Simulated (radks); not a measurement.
# Pm²⁺ in [Xe] 4f5: an all-electron calculation

Aim: the levels, the sizes of the orbitals and the parts of the energy of the promethium ion Pm2+.

Program: radks (a radial shooting solver on a logarithmic mesh, Libxc functionals) version 1. Level of theory: scalar-relativistic Kohn-Sham, PBE, spin-polarised, spherical densities, point nucleus; open shells are filled with parallel spins first. These are calculated values, not measurements, unless marked.

## (1) What is computed

| Property | Result |
| --- | --- |
| element | promethium (Z = 61) |
| charge | +2 |
| electrons | 59 |
| configuration | [Xe] 4f5 |

Outer shells as boxes (Hund's rule):

Pm²⁺
```
[Xe] core
4f [↑ ][↑ ][↑ ][↑ ][↑ ][  ][  ]
```

## (2) The run

Settings of this run:

```text
Z 61
configuration [Xe] 4f5 6s0 5d0 6p0 5f0
relativity scalar-relativistic
functional pbe,pbe
spin polarised
nucleus point
c 137.035999084
```

What does the calculation give?

**Answer**, as computed:

```
                        quantity                     value
                    total energy       -10020.0998 hartree
exchange-correlation share of it                    2.28 %
                            −T/E                    1.0667
          highest occupied level         4f up, -16.296 eV
    most extended occupied level  5p down, <r> = 1.70 bohr
 radius at density 0.001 e/bohr³                 3.55 bohr
    maxima of the radial density                         4
         ionisation energy, NIST       22.4 (semi-emp.) eV
```

What this shows: 5 principal shells are occupied and 4 maxima appear in the radial density; where shells overlap, one shows as a shoulder or not at all. −T/E is 1.067: with relativity the kinetic term as defined here no longer equals −E. Minus the highest eigenvalue, 16.296 eV, is 73 % of the tabulated ionisation energy (22.4 eV); the potential of a semilocal functional falls off too fast, so its top eigenvalue is too shallow. Open shells are spherical and high-spin; term and fine-structure splittings are not resolved. Spin-orbit splitting is averaged out at the scalar-relativistic level.
